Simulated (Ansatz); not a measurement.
# K2Pt: how the settings move a single-point run

Aim: see which settings change the result for K2Pt, by how much, and at what cost.

Method: reference: DFT, PBEsol, PAW with Ansatz's default frozen-core files, scalar-relativistic, in Ansatz 0.2.0.

## 1. The system as given

The structure is cubic, space group Fm-3m (No. 225). Conventional cell: a = 6.003 Å, b = 6.003 Å, c = 6.003 Å, α = 90.00°, β = 90.00°, γ = 90.00°. K (site symmetry -43m) has 4 Pt at 2.60 Å in its first shell of neighbours. Pt (site symmetry m-3m) has 8 K at 2.60 Å in its first shell of neighbours.

Coordinates:

```
K Pt
1.0
     0.00000    3.00135    3.00135
     3.00135    0.00000    3.00135
     3.00135    3.00135    0.00000
K Pt
2 1
Cartesian
  4.5020 4.5020 4.5020
  1.5007 1.5007 1.5007
  0.0000 0.0000 0.0000
```

## 2. The reference run

input.yaml reads:

```yaml
crystal:
  lattice:
    - [0.0, 3.0013492832, 3.0013492832]
    - [3.0013492832, 0.0, 3.0013492832]
    - [3.0013492832, 3.0013492832, 0.0]
  atoms:
    - { symbol: K, position: [0.75, 0.75, 0.75] }
    - { symbol: K, position: [0.25, 0.25, 0.25] }
    - { symbol: Pt, position: [0.0, 0.0, 0.0] }
kpoints:
  mp_grid: { grid: [7, 7, 7] }
  band_path:
    path:
      - [0.0, 0.0, 0.0]
      - [0.5, 0.0, 0.5]
      - [0.625, 0.25, 0.625]
      - [0.375, 0.375, 0.75]
      - [0.0, 0.0, 0.0]
      - [0.5, 0.5, 0.5]
      - [0.5, 0.25, 0.75]
      - [0.5, 0.0, 0.5]
    npoints: 6
scf:
  occupations: { method: fermi_dirac, width: 0.03 }
hamiltonian:
  xc: pbesol
  pseudopotentials: { kind: paw }
output:
  forces: true
  stress: true
  eigenvalues: true
  populations: true
  write_density: true
  write_potential: true
  elf: true
  volumetric_format: npy
```

Run with:

```console
$ ansatz run input.yaml --threads 1 --pin off --max-ram 3072MiB --backend cpu --events-out ev --progress --plain --runs-dir out
```

## 3. Changed: mp_grid.shift [0.5, 0.5, 0.5], ecutwfc 700 eV

input.yaml: that of step 2 with these lines changed.

```diff
@@ -10,3 +10,3 @@
 kpoints:
-  mp_grid: { grid: [7, 7, 7] }
+  mp_grid: { grid: [7, 7, 7], shift: [0.5, 0.5, 0.5] }
   band_path:
@@ -32,5 +32,3 @@
   populations: true
-  write_density: true
-  write_potential: true
-  elf: true
-  volumetric_format: npy
+basis:
+  ecutwfc: "700 eV"
```

**Question.** What will these runs give? Wanted: for each run, ending; energy change; pressure; gap; force.

**Answer**, as computed:

```tsv
run	ending	energy change	pressure (GPa)	gap (eV)	force (eV/Å)	cycles	time
reference	converged	0	49.3	1.30	0.00	7	3.3 s
1: mp_grid.shift [0.5, 0.5, 0.5], ecutwfc 700 eV	converged	-0.7 meV/atom	49.3	1.32	0.00	7	9.4 s
```

Times don't compare one to one where runs were asked for different outputs or read a saved state (see the inputs); cycles may leave out searches for a lower state.

Residual by cycle in the longest SCF loop of each run; runs are numbered as in the table. The quantity is the density residual dr2, in eV.

```tsv
cycle	reference	run 1
1	0.0239	0.024
2	0.00827	0.00825
3	0.00674	0.00676
4	1.0e-4	1.1e-4
5	4.4e-6	4.3e-6
6	6.2e-7	5.6e-7
7	3.2e-8	2.9e-8
```

Changing the k-point mesh and cutoff moves the energy by -0.7 meV/atom, and the gap on the mesh goes from 1.30 to 1.32 eV. More than one kind of setting changed, and this run alone doesn't tell their shares apart. A gap read on a mesh depends on which points the mesh holds, and a coarse mesh shifts the density too. The structure is not at rest: the sound run finds 49 GPa, so these are no properties of the relaxed crystal.  The gap of the reference lacks spin-orbit coupling, though the cell holds Pt.

These are semilocal Kohn-Sham gaps, which aren't the measured quantity. Such gaps usually fall short of the measured ones.
